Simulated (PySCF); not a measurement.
# CaI (SMILES [Ca][I]) at UCCSDT/STO-3G

What is the energy change on altering one bond length of CaI at UCCSDT/STO-3G? The job is set up through a Python script.

The calculation is run with PySCF 2.14.0.

6 further runs of the same task are left out: 6 set aside as unsound or not needed.

## 1. The structure to begin with

CaI: 2 atoms, total charge 0, spin state doublet. SMILES: `[Ca][I]`. Geometry: relaxed at PBE0-D4/def2-TZVP.

Bond lengths: Ca1–I2 2.825 Å.

## 2. The energy at UCCSDT/STO-3G

mol.xyz

```xyz
2
CaI
Ca     0.000000     0.000000     0.051180
I      0.000000     0.000000     2.876020
```

input.py

```python
# CaI
from pyscf import gto, cc

system = gto.Mole()
system.atom = 'mol.xyz'
system.spin = 1
system.basis = 'sto-3g'
system.verbose = 3
system.max_memory = 1860
system.build()

calc0 = system.UHF()
calc0.conv_tol = 1e-10
calc0.kernel()
if not calc0.converged:
    calc0 = calc0.newton().run(calc0.mo_coeff, calc0.mo_occ)

mycc = cc.CCSDT(calc0, frozen=23)
mycc.kernel()
etot = mycc.e_tot
print(f'total energy: {etot:.8f} hartree')
```

Launch:

```sh
$ OMP_NUM_THREADS=1 python input.py
```

What it wrote:

```text
converged SCF energy = -7520.73532968311  <S^2> = 0.75310309  2S+1 = 2.0031007
_make_eris_incore_UCCSDT

WARN: A large `blksize_v_aaa` is being used, which may cause large memory consumption
      for storing contraction intermediates. If memory is sufficient, consider using
      `pyscf.cc.uccsdt_highm.UCCSDT` instead.

WARN: A large `blksize_v_aab` is being used, which may cause large memory consumption
      for storing contraction intermediates. If memory is sufficient, consider using
      `pyscf.cc.uccsdt_highm.UCCSDT` instead.

UCCSDT converged
E(UCCSDT) = -7520.751939067434   E_corr = -0.01660938432332857
E_corr(same-spin) = -0.00350744497489391
E_corr(oppo-spin) = -0.0131019393484347
total energy: -7520.75193907 hartree
```

Run time: 2.5 s. Hardware: 1 thread of Intel Xeon 6975P-C (Granite Rapids), shared host; peak memory 0.13 GiB.

## 3. The distorted shape

run.py

```python
from pyscf import gto, cc

molecule = gto.Mole()
molecule.atom = 'Ca -0.000000 -0.000000 -5.033580; I 0.000000 0.000000 2.876020'
molecule.spin = 1
molecule.basis = 'sto-3g'
molecule.max_memory = 1860
molecule.verbose = 3
molecule.build()

mf = molecule.UHF()
mf.conv_tol = 1e-10
mf.kernel()
if not mf.converged:
    mf = mf.newton().run(mf.mo_coeff, mf.mo_occ)

mycc = cc.CCSDT(mf, frozen=23)
mycc.kernel()
etot = mycc.e_tot
print('Final energy', etot)
```

Launch:

```sh
$ OMP_NUM_THREADS=1 python run.py
```

What it wrote:

```text
WARN: HOMO 0.00492661422604848 >= LUMO 0.00492661422618027

converged SCF energy = -7520.66511774386  <S^2> = 0.75  2S+1 = 2
_make_eris_incore_UCCSDT

WARN: A large `blksize_v_aaa` is being used, which may cause large memory consumption
      for storing contraction intermediates. If memory is sufficient, consider using
      `pyscf.cc.uccsdt_highm.UCCSDT` instead.

WARN: A large `blksize_v_aab` is being used, which may cause large memory consumption
      for storing contraction intermediates. If memory is sufficient, consider using
      `pyscf.cc.uccsdt_highm.UCCSDT` instead.

UCCSDT converged
E(UCCSDT) = -7520.698032415688   E_corr = -0.03291467183194459
E_corr(same-spin) = -0.00123656838767892
E_corr(oppo-spin) = -0.0316781034442657
Final energy -7520.6980324156875
```

Wall time 1.7 s (1 thread of Intel Xeon 6975P-C (Granite Rapids), shared host); peak memory 0.13 GiB.

## 4. What came out

Level: UCCSDT/STO-3G, 23 core orbitals frozen.

| quantity | value |
| --- | --- |
| first shape: total energy | -7520.75194 Eh |
| first shape: dipole moment (Hartree–Fock density) | 4.69 D |
| first shape: HOMO energy (Hartree–Fock orbitals) (highest over α and β) | -4.81 eV |
| first shape: LUMO energy (Hartree–Fock orbitals) (lowest over α and β) | 2.82 eV |
| first shape: correlation energy (23 core orbitals frozen) | -16.6 mEh |
| first shape: ⟨S²⟩ of the reference determinant | 0.753 |
| first shape: T1 diagnostic | 0.011 |
| distorted shape: total energy | -7520.69803 Eh |
| distorted shape: dipole moment (Hartree–Fock density) | 0.01 D |
| distorted shape: HOMO energy (Hartree–Fock orbitals) (highest over α and β) | -4.05 eV |
| distorted shape: LUMO energy (Hartree–Fock orbitals) (lowest over α and β) | 1.93 eV |
| distorted shape: correlation energy (23 core orbitals frozen) | -32.9 mEh |
| distorted shape: ⟨S²⟩ of the reference determinant | 0.750 |
| distorted shape: T1 diagnostic | 0.001 |
| energy change with the Ca1–I2 bond stretched from 2.825 to 7.910 Å | 1.467 eV |

In words: With the Ca1–I2 bond stretched from 2.825 to 7.910 Å the energy rises by 1.47 eV (142 kJ/mol). The first shape isn't relaxed at this level, so the change isn't measured from a minimum. The minimal basis adds a large error of its own. Relativity is left out (first shape) although the molecule holds a heavy atom. Relativity is left out (distorted shape) although the molecule holds a heavy atom.
